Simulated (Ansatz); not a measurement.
Predict the output of the script below (the Ansatz DFT code, driven from Python).

`dimer_ch3bs.py`:
```python
# -*- coding: utf-8 -*-
"""Interaction energy of two CH3BS molecules, with the counterpoise correction."""

import ansatz as az

FIRST = [
    ("B", (-0.6217, -0.7523, -0.0836)),
    ("C", (0.2581, 0.5264, 0.1482)),
    ("S", (1.1093, -0.845, 0.6977)),
    ("H", (-1.3322, -1.1101, -0.9248)),
    ("H", (0.6716, 0.967, -0.7994)),
    ("H", (-0.085, 1.2142, 0.9619)),
]
SECOND = [
    ("B", (-2.1653, 2.3181, 2.6172)),
    ("C", (-3.4535, 1.8467, 3.3795)),
    ("S", (-3.5493, 3.5269, 3.1059)),
    ("H", (-1.5123, 1.8745, 1.7703)),
    ("H", (-4.1576, 1.2431, 2.7446)),
    ("H", (-3.309, 1.5604, 4.4519)),
]

def energy(atoms, ghosts=()):
    molecule = az.Crystal.molecule()
    for symbol, xyz in atoms:
        molecule = molecule.atom(symbol, xyz)
    calc = (
        molecule.calculation()
        .basis(gaussian="def2-SVP")  # the orbital basis, by name
        .functional("hf")
    )
    deck = calc.input()
    if ghosts:
        deck = deck.set(az.key.basis.gaussian.ghost_atoms, [{"symbol": s, "position_ang": list(xyz)} for s, xyz in ghosts])
    return az.Session.from_dict(deck).plan().execute().report["free_energy_ev"]


def main():
    # monomers in their own basis and in the basis of the dimer
    both = energy(FIRST + SECOND)
    alone = energy(FIRST) + energy(SECOND)
    ghosted = energy(FIRST, SECOND) + energy(SECOND, FIRST)
    print(f"dimer {both:.6f} eV")
    print(f"interaction, uncorrected   {23.060548 * (both - alone):8.3f} kcal/mol")
    print(f"interaction, counterpoise  {23.060548 * (both - ghosted):8.3f} kcal/mol")
    print(f"basis-set superposition    {23.060548 * (alone - ghosted):8.3f} kcal/mol")


if __name__ == "__main__":
    main()
```

```console
$ python dimer_ch3bs.py
dimer -25121.504453 eV
interaction, uncorrected      3.412 kcal/mol
interaction, counterpoise     3.647 kcal/mol
basis-set superposition       0.235 kcal/mol
```

Uncorrected it is 3.412 kcal/mol, with the counterpoise correction 3.647 kcal/mol; the difference, 0.235 kcal/mol, is the superposition error. In this basis both values are repulsive.

Caveats:
- Total energies depend on the basis set; only differences at equal settings carry meaning.
- The dimer is a generated trial pose of unrelaxed monomers, not a minimum, so the figure is no binding energy, and the basis set is small.
- Hartree-Fock leaves correlation out, so bond, atomisation and ionisation energies come out well too low.
- This level lacks the dispersion part of the attraction (electrostatics and induction are there), which can decide the sign where the interaction is weak.
- Run time: 5.2 s on 1 thread of Arm Neoverse V1, with other jobs on the host, peak memory 0.29 GiB.
